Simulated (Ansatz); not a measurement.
# HfO2 (P4_2/mnm): equation of state with a fit in Python

Where is the equilibrium volume of HfO2 (P4_2/mnm), and how stiff is it? The task is an equation of state with a fit, for HfO2 (P4_2/mnm).

All numbers are computed with Ansatz 0.2.0, driven from Python. Level of theory: DFT LDA, plane waves, PAW.

## 1. The structure

Symmetry: P4_2/mnm, No. 136, tetragonal system. The conventional cell has a = 4.814 Å, b = 4.814 Å, c = 3.205 Å, α = 90.00°, β = 90.00°, γ = 90.00°. Hf (site symmetry mmm) has 6 O at 2.08 Å as nearest neighbours. Around O (site symmetry m2m) lie 3 Hf at 2.08 Å.

No structure file is read: the coordinates are typed or built in the script.

## 2. The script

Contents of eos_hfo2.py:

```python
"""Bulk modulus of HfO2 from an E(V) curve."""

import argparse

import ansatz as az
import numpy as np
from pymatgen.analysis.eos import EOS

parser = argparse.ArgumentParser(description="Bulk modulus of HfO2 from an E(V) curve.")
parser.add_argument("--filling", default="fermi_dirac", help="how the bands are filled")
parser.add_argument("--smearing-width", type=float, required=True, help="smearing width (eV)")
parser.add_argument("--ecut", type=float, default=500.0, help="plane-wave cutoff (eV)")
parser.add_argument("--mesh", type=int, nargs=3, required=True, help="k-point sampling")
args = parser.parse_args()

vectors0 = np.array([
    [4.813533, 0.0, 0.0],
    [0.0, 4.813533, 0.0],
    [0.0, 0.0, 3.205415],
])
sites = [
    ("Hf", [0.0, 0.0, 0.0]),
    ("Hf", [0.5, 0.5, 0.5]),
    ("O", [0.194955, 0.805045, 0.5]),
    ("O", [0.305045, 0.305045, 0.0]),
    ("O", [0.694955, 0.694955, 0.0]),
    ("O", [0.805045, 0.194955, 0.5]),
]


def make_crystal(cell):
    crystal = az.Crystal(lattice=az.Lattice.of(cell))
    for symbol, position in sites:
        crystal = crystal.atom(symbol, position)
    return crystal

# scale the volume, keep shape and fractions
volumes, energies, pressures = [], [], []
for scale in np.linspace(0.88, 1.12, 7):
    cell = vectors0 * scale ** (1 / 3)
    setup = (
        make_crystal(cell).calculation()
        .functional(az.Functional.LDA)
        .pseudopotentials("paw")
        .occupations(args.filling, width=args.smearing_width)
        .basis(args.ecut)
        .kpoints(*args.mesh)
        .stress()
    )
    data = setup.run(threads=1, backend="cpu").report
    volumes.append(abs(np.linalg.det(cell)) / len(sites))
    energies.append(data["free_energy_ev"] / len(sites))
    pressures.append(np.trace(data["stress_gpa"]) / 3)
    print(f"V = {volumes[-1]:8.4f} A^3/atom  F = {energies[-1]:.5f} eV/atom  P = {pressures[-1]:8.3f} GPa")

for form in ["pourier_tarantola"]:
    fit = EOS(eos_name=form).fit(volumes, energies)
    print(f"{form:18s} V0 {fit.v0:8.4f} A^3/atom  B0 {fit.b0_GPa:7.1f} GPa  B1 {fit.b1:5.2f}")
```

## 3. The input behind the calls

The package turns the script's settings into the engine's input (first run):

```yaml
crystal:
  lattice:
    - [4.612731519765399, 0.0, 0.0]
    - [0.0, 4.612731519765399, 0.0]
    - [0.0, 0.0, 3.071697816225381]
  atoms:
    - { symbol: Hf, position: [0.0, 0.0, 0.0] }
    - { symbol: Hf, position: [0.5, 0.5, 0.5] }
    - { symbol: O, position: [0.194955, 0.805045, 0.5] }
    - { symbol: O, position: [0.305045, 0.305045, 0.0] }
    - { symbol: O, position: [0.694955, 0.694955, 0.0] }
    - { symbol: O, position: [0.805045, 0.194955, 0.5] }
basis:
  ecutwfc: 500.0
kpoints:
  mp_grid:
    grid: [4, 4, 6]
hamiltonian:
  xc: lda
  pseudopotentials:
    kind: paw
scf:
  occupations:
    method: fermi_dirac
    width: 0.05
output:
  stress: true
```

## 4. The run

Command:

```bash
> python eos_hfo2.py --smearing-width 0.05 --mesh 4 4 6
```

The program printed:

```text
V =  10.8929 A^3/atom  F = -5530.85962 eV/atom  P =   34.323 GPa
V =  11.3880 A^3/atom  F = -5530.94088 eV/atom  P =   18.825 GPa
V =  11.8832 A^3/atom  F = -5530.97902 eV/atom  P =    6.300 GPa
V =  12.3783 A^3/atom  F = -5530.98228 eV/atom  P =   -3.834 GPa
V =  12.8734 A^3/atom  F = -5530.95730 eV/atom  P =  -12.037 GPa
V =  13.3686 A^3/atom  F = -5530.90948 eV/atom  P =  -18.672 GPa
V =  13.8637 A^3/atom  F = -5530.84321 eV/atom  P =  -24.025 GPa
pourier_tarantola  V0  12.1789 A^3/atom  B0   244.6 GPa  B1  4.16
```

Run time: 33 s. Hardware: 1 thread of AMD EPYC 7R43 (Zen 3), shared host; peak memory 0.57 GiB.

## 5. Inputs of later runs

The engine's inputs for some of the other runs:

Run 2, against run 1:

```diff
@@ -3,3 +3,3 @@
-    - [4.612731519765399, 0.0, 0.0]
-    - [0.0, 4.612731519765399, 0.0]
-    - [0.0, 0.0, 3.071697816225381]
+    - [4.681588410435729, 0.0, 0.0]
+    - [0.0, 4.681588410435729, 0.0]
+    - [0.0, 0.0, 3.117550812394314]
```

Run 5, against run 1:

```diff
@@ -3,3 +3,3 @@
-    - [4.612731519765399, 0.0, 0.0]
-    - [0.0, 4.612731519765399, 0.0]
-    - [0.0, 0.0, 3.071697816225381]
+    - [4.876876224548749, 0.0, 0.0]
+    - [0.0, 4.876876224548749, 0.0]
+    - [0.0, 0.0, 3.247596350396253]
```

Run 6, against run 1:

```diff
@@ -3,3 +3,3 @@
-    - [4.612731519765399, 0.0, 0.0]
-    - [0.0, 4.612731519765399, 0.0]
-    - [0.0, 0.0, 3.071697816225381]
+    - [4.938615389120712, 0.0, 0.0]
+    - [0.0, 4.938615389120712, 0.0]
+    - [0.0, 0.0, 3.2887095294700104]
```

## 6. The runs side by side

The 7 runs, in the order started:

```
run  volume (Å³/atom)  energy from run 4 (meV/atom)  pressure (GPa)  SCF cycles  CPU time (s)
  1            10.893                        122.66           34.32           7           3.8
  2            11.388                         41.39           18.82           7           3.8
  3            11.883                          3.26            6.30           8           4.4
  4            12.378                          0.00           -3.83           7           4.4
  5            12.873                         24.98          -12.04           7           4.4
  6            13.369                         72.79          -18.67           7           4.6
  7            13.864                        139.06          -24.02           7           5.2
```

## 7. Summary of results

| quantity | value |
| --- | --- |
| runs compared | 7 |
| range of energy | 139.06 meV/atom |
| lowest point, volume (Å³/atom) | 12.378 |
| equilibrium volume (fit) | 12.18 Å³/atom |
| bulk modulus (fit) | 243 GPa |

**Reading.** A third-order Birch-Murnaghan fit through the 7 points (the script's own form differs a little) has its minimum at 12.18 Å³ an atom, 1.6 % below the typed cell, with a bulk modulus of 243 GPa and dB/dP = 4.2. From that minimum the energy rises by 125.1 meV an atom on the compressed side and 141.5 meV on the expanded side. Spin is left out of this run. Shape and fractional positions are held along the curve, so the bulk modulus is an upper value where they are free to relax. Pressure is positive in compression. Spin-orbit coupling, which matters for elements this heavy, is left out. The structure comes from a database of computed cells and needn't be a stable or known phase.
